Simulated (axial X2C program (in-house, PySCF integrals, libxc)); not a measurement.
# PmSH: the levels of the configuration f5 s1

Aim: the spin–orbit levels of PmSH that arise from the configuration f5 s1 of Pm, and how they move with the bond.

The runs use an in-house X2C program for linear molecules on PySCF integrals; two-component X2C, average-of-configuration Hartree–Fock and CI in the open shells.

All values are calculated.

## 1. Input

Contents of task.json:

```json
{"zs": [61, 16, 1], "q": 0, "bas": ["dyall-v3z", "dyall-av3z", "dyall-v3z"], "r0": 2.61, "metal": 0, "shells": [[3, [0, 1, 2, 3], 5], [0, [0], 1]], "fix": 0, "emax": 2.2, "nroots": 4, "r2": 1.34}
```

Keys: zs atomic numbers; q charge; bas basis sets; r0 starting distance in Å; metal index of the metal atom; shells open shells as [l, |m| values, electrons]; fix electron count of the first shell held; emax energy window in eV; nroots roots for each Ω; r2 second bond in Å, held.

Command:

```console
python soci.py task.json out
```

Two-component X2C with atomic mean-field Coulomb and Gaunt terms, basis Pm dyall-v3z, S dyall-av3z, H dyall-v3z (cores contracted in-house). Orbitals come from Hartree–Fock averaged over the configuration Pm f5 s1; CI then distributes these electrons over the f, s shells of Pm.

## 2. CI at Pm–S–H held linear, bonds 2.685 and 1.340 Å (the second held)

Q: Predict the outcome of this session. Wanted: lowest level of the model; next level; lowest curve, Re and ωe.

The runs gave:

```
                 quantity                         value
lowest level of the model  Ω = 0, g∥ = 0.00, 100% f5 s1
               next level         Ω = 1, 70 cm⁻¹ higher
  lowest curve, Re and ωe           2.696 Å, 270.8 cm⁻¹
```

What this shows: From 2.685 to 3.168 Å the gap from the lowest to the fifth level goes from 554 to 550 cm⁻¹. Without dynamic correlation distances can be off by several hundredths of an Å, and the wavenumbers are rough. Dynamic correlation is missing, so gaps between terms are too wide and other configurations may lie lower; the lowest level listed is that of this model, not necessarily the ground state. At most 4 roots were kept for each Ω > 0 (twice that for Ω = 0) within 2.2 eV of the lowest, so higher up levels can be missing between those listed; levels with Ω > 0 are doubly degenerate and listed once, Ω = 0 levels singly. The molecule was held linear; bending was not examined. Hydrosulfides and their kin are strongly bent in nature, so this linear model does not describe the real molecule.
